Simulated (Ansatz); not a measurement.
# C6H6ClF9O3Si: one species, many methods

The task here is to estimate one member of a computed series from the others.

The runs use Ansatz 0.2.0, Gaussian basis; functionals in def2-TZVPP, the program's frozen cores in correlated methods.

Levels to be run: LDA (SPW92), PBE-D4, revPBE-D4, BLYP-D4, r2SCAN-D4, B97M-V, PBE0-D4, B3LYP-D4, r2SCANh-D4, r2SCAN0-D4, HSE06-D4, BHLYP-D4, CAM-B3LYP-D4, LC-ωPBE, ωB97X-V, ωB97M-V, B2PLYP, PBE-QIDH; CCSD(T)/def2-SVP; MP2/def2-TZVPP; MP2/def2-QZVPP; RPA on PBE.

### The relaxed structure

The geometry comes from an earlier relaxation with PBE0-D4 in a triple-zeta def2 set; it is a stationary point, not always the lowest conformer.

SMILES `FC(F)(F)CO[Si](Cl)(OCC(F)(F)F)OCC(F)(F)F`, 26 atoms, charge 0, spin multiplicity 1.

Atoms are counted from 1 here; the program's logs count them from 0.

Bond lengths: F1–C2 1.343 Å, C2–F3 1.335 Å, C2–F4 1.332 Å, C2–C5 1.515 Å, C5–O6 1.393 Å, C5–H21 1.092 Å, C5–H22 1.094 Å, O6–Si7 1.628 Å, Si7–Cl8 2.036 Å, Si7–O9 1.613 Å, Si7–O15 1.617 Å, O9–C10 1.394 Å, C10–C11 1.514 Å, C10–H23 1.093 Å, C10–H24 1.092 Å, C11–F12 1.333 Å, C11–F13 1.335 Å, C11–F14 1.339 Å and more. Angles: F1–C2–F3 107.7°, F1–C2–F4 107.3°, F1–C2–C5 111.2°, F3–C2–F4 108.2°, F3–C2–C5 109.9°, F4–C2–C5 112.3°, C2–C5–O6 111.3°, C2–C5–H21 107.7°, C2–C5–H22 107.6°, O6–C5–H21 108.9°, O6–C5–H22 112.2°, H21–C5–H22 108.9°, C5–O6–Si7 130.4°, O6–Si7–Cl8 109.2°, O6–Si7–O9 113.2°, O6–Si7–O15 106.4°, Cl8–Si7–O9 109.3°, Cl8–Si7–O15 113.0° and more.

Coordinates:

| atom | x (Å) | y (Å) | z (Å) |
| --- | --- | --- | --- |
| F1 | -1.3440 | 1.5991 | -2.1093 |
| C2 | -2.4924 | 1.1680 | -1.5629 |
| F3 | -3.3985 | 1.0776 | -2.5393 |
| F4 | -2.8976 | 2.1022 | -0.7048 |
| C5 | -2.3123 | -0.1824 | -0.9009 |
| O6 | -1.3874 | -0.1178 | 0.1386 |
| Si7 | 0.2380 | -0.1978 | 0.1114 |
| Cl8 | 0.8277 | -1.2853 | -1.5062 |
| O9 | 0.9461 | 1.2508 | 0.0681 |
| C10 | 1.5700 | 1.9439 | -0.9678 |
| C11 | 3.0389 | 2.1280 | -0.6483 |
| F12 | 3.2251 | 2.8103 | 0.4818 |
| F13 | 3.6665 | 0.9566 | -0.5220 |
| F14 | 3.6272 | 2.8065 | -1.6412 |
| O15 | 0.6844 | -0.8629 | 1.5156 |
| C16 | -0.0769 | -1.6197 | 2.4065 |
| C17 | -0.1097 | -3.0821 | 2.0126 |
| F18 | -0.8128 | -3.7728 | 2.9169 |
| F19 | -0.6971 | -3.2556 | 0.8204 |
| F20 | 1.1078 | -3.6148 | 1.9398 |
| H21 | -3.2801 | -0.4846 | -0.4958 |
| H22 | -2.0139 | -0.8947 | -1.6761 |
| H23 | 1.5045 | 1.4205 | -1.9254 |
| H24 | 1.1200 | 2.9334 | -1.0725 |
| H25 | -1.1122 | -1.2724 | 2.4645 |
| H26 | 0.3787 | -1.5540 | 3.3964 |

The first run:

Input file in.yaml:

```yaml
crystal:
  periodic: [false, false, false]
  atoms:
    - {symbol: F, position_ang: [-1.343987, 1.599080, -2.109320]}
    - {symbol: C, position_ang: [-2.492450, 1.167957, -1.562916]}
    - {symbol: F, position_ang: [-3.398525, 1.077643, -2.539303]}
    - {symbol: F, position_ang: [-2.897624, 2.102222, -0.704784]}
    - {symbol: C, position_ang: [-2.312322, -0.182384, -0.900904]}
    - {symbol: O, position_ang: [-1.387438, -0.117846, 0.138584]}
    - {symbol: Si, position_ang: [0.237976, -0.197845, 0.111401]}
    - {symbol: Cl, position_ang: [0.827651, -1.285283, -1.506220]}
    - {symbol: O, position_ang: [0.946084, 1.250825, 0.068096]}
    - {symbol: C, position_ang: [1.570010, 1.943894, -0.967791]}
    - {symbol: C, position_ang: [3.038894, 2.127993, -0.648345]}
    - {symbol: F, position_ang: [3.225103, 2.810346, 0.481750]}
    - {symbol: F, position_ang: [3.666541, 0.956592, -0.521976]}
    - {symbol: F, position_ang: [3.627165, 2.806524, -1.641153]}
    - {symbol: O, position_ang: [0.684444, -0.862880, 1.515592]}
    - {symbol: C, position_ang: [-0.076912, -1.619714, 2.406535]}
    - {symbol: C, position_ang: [-0.109688, -3.082146, 2.012619]}
    - {symbol: F, position_ang: [-0.812830, -3.772790, 2.916902]}
    - {symbol: F, position_ang: [-0.697080, -3.255599, 0.820387]}
    - {symbol: F, position_ang: [1.107837, -3.614803, 1.939786]}
    - {symbol: H, position_ang: [-3.280109, -0.484638, -0.495817]}
    - {symbol: H, position_ang: [-2.013868, -0.894733, -1.676102]}
    - {symbol: H, position_ang: [1.504532, 1.420515, -1.925403]}
    - {symbol: H, position_ang: [1.120031, 2.933427, -1.072498]}
    - {symbol: H, position_ang: [-1.112171, -1.272396, 2.464494]}
    - {symbol: H, position_ang: [0.378728, -1.553970, 3.396407]}
basis:
  gaussian: {orbitals: def2-TZVPP}
hamiltonian: {xc: lda}
output: {orbitals: {seedname: orbitals}}
```

Launch:

```sh
$ ansatz run in.yaml --threads 10 --pin off --events-out ev --progress --plain --max-ram 110592MiB --backend cuda --devices 0, --max-vram 75GiB
```

Among the steps run: LDA; PBE-D4 (GGA); revPBE-D4 (GGA); BLYP-D4 (GGA); r2SCAN-D4 (meta-GGA); B97M-V (meta-GGA); B3LYP-D4 (hybrid); r2SCANh-D4 (hybrid); r2SCAN0-D4 (hybrid); HSE06-D4 (hybrid); BHLYP-D4 (hybrid); CAM-B3LYP-D4 (range-separated); LC-ωPBE (range-separated); ωB97X-V (range-separated); ωB97M-V (range-separated); B2PLYP (double hybrid); PBE-QIDH (double hybrid).

One table of the session follows, with a row left open; its other results are not shown here.

It belongs to the step «Frontier levels by functional». 

```
  functional  HOMO (eV)  LUMO (eV)  gap (eV)
 LDA (SPW92)          ?          ?         ?
      PBE-D4      -7.56      -0.48      7.08
   revPBE-D4      -7.47      -0.31      7.16
     BLYP-D4      -7.48      -0.37      7.10
   r2SCAN-D4      -7.96      -0.05      7.91
      B97M-V      -8.09      -0.18      7.91
     PBE0-D4      -9.24       0.53      9.77
    B3LYP-D4      -8.99       0.24      9.23
  r2SCANh-D4      -8.58       0.30      8.88
  r2SCAN0-D4      -9.52       0.80     10.32
    HSE06-D4      -8.83       0.15      8.98
    BHLYP-D4     -10.86       1.38     12.24
CAM-B3LYP-D4     -10.72       1.47     12.19
     LC-ωPBE     -12.03       2.83     14.85
     ωB97X-V     -11.70       2.58     14.28
     ωB97M-V     -11.62       2.19     13.81
```

Estimate the missing values for LDA (SPW92).

**Answer.** HOMO (eV): -7.78; LUMO (eV): -0.83; gap (eV): 6.95. In the column «HOMO (eV)» it lies between r2SCAN-D4 (-7.96) and PBE-D4 (-7.56).
